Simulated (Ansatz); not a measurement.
# OsClBr: the band gap up the ladder of functionals

One table from this session's results is given with a row withheld; the runs are named, their logs left out.

Code: Ansatz 0.2.0. PAW datasets, plane waves. The cell comes from a prototype generator: it can be a known phase or a hypothetical one. Spin polarisation is off.

### Starting point

The cell was relaxed beforehand with r2SCAN.

The sheet's in-plane cell has a = 3.541 Å, b = 3.541 Å (γ = 120.0°), and its outermost atoms lie 3.08 Å apart along the normal. Os has 3 Br at 2.39 Å and 3 Cl at 2.75 Å; Cl has 3 Os at 2.75 Å and 1 Br at 3.08 Å; Br has 3 Os at 2.39 Å and 1 Cl at 3.08 Å.

The structure in full:

```xyz
3
Lattice="3.5407 0.0000 0.0000 -1.7703 3.0663 0.0000 0.0000 0.0000 30.3613" Properties=species:S:1:pos:R:3 pbc="T T F"
Os    0.0000    2.0442    8.7984
Cl    1.7703    1.0221   10.6394
Br    1.7703    1.0221    7.5622
```
Periodic in the plane only; c spans the vacuum.

The first run:

Input file input.yaml:

```yaml
crystal:
  lattice:
    - [3.540691979, 0.0, 0.0]
    - [-1.7703459895, 3.0663292007, 0.0]
    - [0.0, 0.0, 30.3612913624]
  atoms:
    - { symbol: Os, position: [0.3333333333, 0.6666666667, 0.2897904399] }
    - { symbol: Cl, position: [0.6666666667, 0.3333333333, 0.3504258584] }
    - { symbol: Br, position: [0.6666666667, 0.3333333333, 0.2490739391] }
  periodic: [true, true, false]
kpoints:
  mp_grid: { grid: [12, 12, 1] }
  band_path:
    path:
      - [0, 0, 0]
      - [0.5, 0, 0]
      - [0.3333333333333, 0.3333333333333, 0]
      - [0, 0, 0]
    npoints: 10
hamiltonian:
  xc: pbe
scf:
  occupations: { method: fermi_dirac, width: 0.02 }
  n_extra_bands: 4
output:
  forces: true
  stress: true
  eigenvalues: true
```

Run with:

```console
ansatz run input.yaml --threads 4 --pin off --max-ram 5529MiB --backend cpu --events-out ev --progress --plain --runs-dir out
```

Steps of the session up to this table: PBE bands along the symmetry lines; Single point with r2SCAN; HSE06; Single point with PBE+SOC; Single point with PBE0; LDA; Single point with HSE06+SOC; Single point with r2SCANh; Single point with r2SCAN0.

One of the session's tables, all rows but one given; the rest of the session is left out.

```
    level  gap (eV)
      PBE      0.35
   r2SCAN         ?
    HSE06      1.41
  PBE+SOC      0.21
     PBE0      2.12
      LDA      0.28
HSE06+SOC      1.09
  r2SCANh      1.29
  r2SCAN0      2.45
```

Estimate the missing values for r2SCAN.

Worked estimate for «gap (eV)». Against the share of exact exchange, r2SCANh (0.1, 1.29), r2SCAN0 (0.25, 2.45) give a slope of 7.73 per unit share; at 0 the line stands at 0.52.

As computed: gap (eV): 0.62. In «gap (eV)» the line misses by -0.10.

Meshes: PBE 12×12×1, r2SCAN 12×12×1, HSE06 6×6×1, PBE+SOC 12×12×1, PBE0 6×6×1, LDA 12×12×1, HSE06+SOC 6×6×1, r2SCANh 6×6×1, r2SCAN0 6×6×1

The gap runs from 0.21 eV (PBE+SOC) to 2.45 eV (r2SCAN0). Against HSE06, PBE is short by 1.06 eV, at 25 % of it, and r2SCAN 44 %. PBE0 lies 0.72 eV above HSE06, which differs from it by screening the long-range exchange.

Caveats from the session: Warnings in the runs' records: stress scf threshold loose, stress exchange threshold loose, xc potential rough in thin density.
